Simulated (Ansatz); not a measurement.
# Si3Ge2H12: ionisation energy by level of theory

An exercise on one series of results from a longer session: the logs are not shown, and one member is left open.

Computed with Ansatz 0.2.0, Gaussian basis. Level: unrestricted cation, the program's frozen cores in correlated methods.

Levels to be run: UKS PBE-D4/def2-TZVPP; UKS r2SCAN-D4/def2-TZVPP; UKS PBE0-D4/def2-TZVPP; UKS B3LYP-D4/def2-TZVPP; UKS wB97X-V/def2-TZVPP; UKS wB97M-V/def2-TZVPP; UKS B2PLYP/def2-TZVPP; UHF-MP2/def2-TZVPP; UHF-MP2/def2-QZVPP; then −ε(HOMO) from the neutral's earlier runs with LDA (SPW92), PBE-D4, revPBE-D4, BLYP-D4, r2SCAN-D4, B97M-V, PBE0-D4, B3LYP-D4, r2SCANh-D4, r2SCAN0-D4, HSE06-D4, BHLYP-D4, CAM-B3LYP-D4, LC-ωPBE, ωB97X-V, ωB97M-V.

1 further run of the same task is left out (it didn't finish).

## The relaxed structure

The geometry comes from an earlier relaxation with PBE0-D4 in a triple-zeta def2 set; it is a stationary point, not always the lowest conformer.

SMILES `[SiH3][SiH2][GeH2][SiH2][GeH3]`, 17 atoms, charge 0, spin multiplicity 1.

Atoms are counted from 1 here; the program's logs count them from 0.

Bond lengths: Si1–Si2 2.337 Å, Si1–H6 1.488 Å, Si1–H7 1.488 Å, Si1–H8 1.488 Å, Si2–Ge3 2.382 Å, Si2–H9 1.489 Å, Si2–H10 1.490 Å, Ge3–Si4 2.381 Å, Ge3–H11 1.541 Å, Ge3–H12 1.541 Å, Si4–Ge5 2.379 Å, Si4–H13 1.489 Å, Si4–H14 1.489 Å, Ge5–H15 1.538 Å, Ge5–H16 1.538 Å, Ge5–H17 1.538 Å. Angles: Si2–Si1–H6 109.8°, Si2–Si1–H7 111.6°, Si2–Si1–H8 109.4°, H6–Si1–H7 108.8°, H6–Si1–H8 108.4°, H7–Si1–H8 108.8°, Si1–Si2–Ge3 109.4°, Si1–Si2–H9 110.4°, Si1–Si2–H10 109.4°, Ge3–Si2–H9 110.8°, Ge3–Si2–H10 108.4°, H9–Si2–H10 108.3°, Si2–Ge3–Si4 108.7°, Si2–Ge3–H11 110.2°, Si2–Ge3–H12 110.0°, Si4–Ge3–H11 109.6°, Si4–Ge3–H12 110.4°, H11–Ge3–H12 108.0° and more.

Set-up of the first run:

File in.yaml:

```yaml
crystal:
  periodic: [false, false, false]
  atoms:
    - {symbol: Si, position_ang: [0.133448, 2.649765, 0.282286]}
    - {symbol: Si, position_ang: [-1.102506, 1.236802, -1.109737]}
    - {symbol: Ge, position_ang: [0.264572, -0.588124, -1.798750]}
    - {symbol: Si, position_ang: [1.249739, -1.574502, 0.131647]}
    - {symbol: Ge, position_ang: [-0.428043, -1.948725, 1.776306]}
    - {symbol: H, position_ang: [1.305407, 3.188139, -0.460155]}
    - {symbol: H, position_ang: [-0.687695, 3.788836, 0.774104]}
    - {symbol: H, position_ang: [0.631712, 1.878247, 1.453408]}
    - {symbol: H, position_ang: [-1.616805, 1.987697, -2.288590]}
    - {symbol: H, position_ang: [-2.267457, 0.693577, -0.356695]}
    - {symbol: H, position_ang: [-0.584343, -1.638145, -2.540579]}
    - {symbol: H, position_ang: [1.357848, -0.092150, -2.764209]}
    - {symbol: H, position_ang: [1.921397, -2.858622, -0.210841]}
    - {symbol: H, position_ang: [2.273010, -0.643125, 0.682158]}
    - {symbol: H, position_ang: [0.147727, -2.634199, 3.026681]}
    - {symbol: H, position_ang: [-1.545079, -2.837091, 1.202551]}
    - {symbol: H, position_ang: [-1.052943, -0.608388, 2.200405]}
basis:
  gaussian: {orbitals: def2-TZVPP}
total_charge: 1
magnetization: {spin_polarized: true, initial_magnetization: 1}
hamiltonian: {xc: pbe, dispersion: d4}
```

Steps of the session up to this table: Cation, UKS PBE-D4/def2-TZVPP; Cation, UKS r2SCAN-D4/def2-TZVPP; Cation, UKS PBE0-D4/def2-TZVPP; Cation, UKS B3LYP-D4/def2-TZVPP; Cation, UKS wB97X-V/def2-TZVPP; Cation, UKS wB97M-V/def2-TZVPP; Cation, UKS B2PLYP (frozen core)/def2-TZVPP; Cation, UHF-MP2/def2-TZVPP; Cation, UHF-MP2/def2-QZVPP.

One of the session's tables, all rows but one given; the rest of the session is left out.

It belongs to the step «Ionisation energies side by side». For comparison, −ε(HOMO) of the neutral from earlier runs:

```
  functional  −ε(HOMO) (eV)
 LDA (SPW92)           6.88
      PBE-D4           6.78
   revPBE-D4           6.73
     BLYP-D4           6.60
   r2SCAN-D4           7.03
      B97M-V           7.15
     PBE0-D4           7.79
    B3LYP-D4              ?
  r2SCANh-D4           7.39
  r2SCAN0-D4           7.94
    HSE06-D4           7.40
    BHLYP-D4           8.65
CAM-B3LYP-D4           8.95
     LC-ωPBE          10.23
     ωB97X-V           9.93
     ωB97M-V           9.72
```

Q: Estimate the row for B3LYP-D4 from the others.

Worked estimate for «−ε(HOMO) (eV)». Against the share of exact exchange, BLYP-D4 (0, 6.60), BHLYP-D4 (0.5, 8.65) give a slope of 4.10 per unit share; at 0.2 the line stands at 7.42.

The run gave: −ε(HOMO) (eV): 7.57. In «−ε(HOMO) (eV)» the line misses by -0.15.
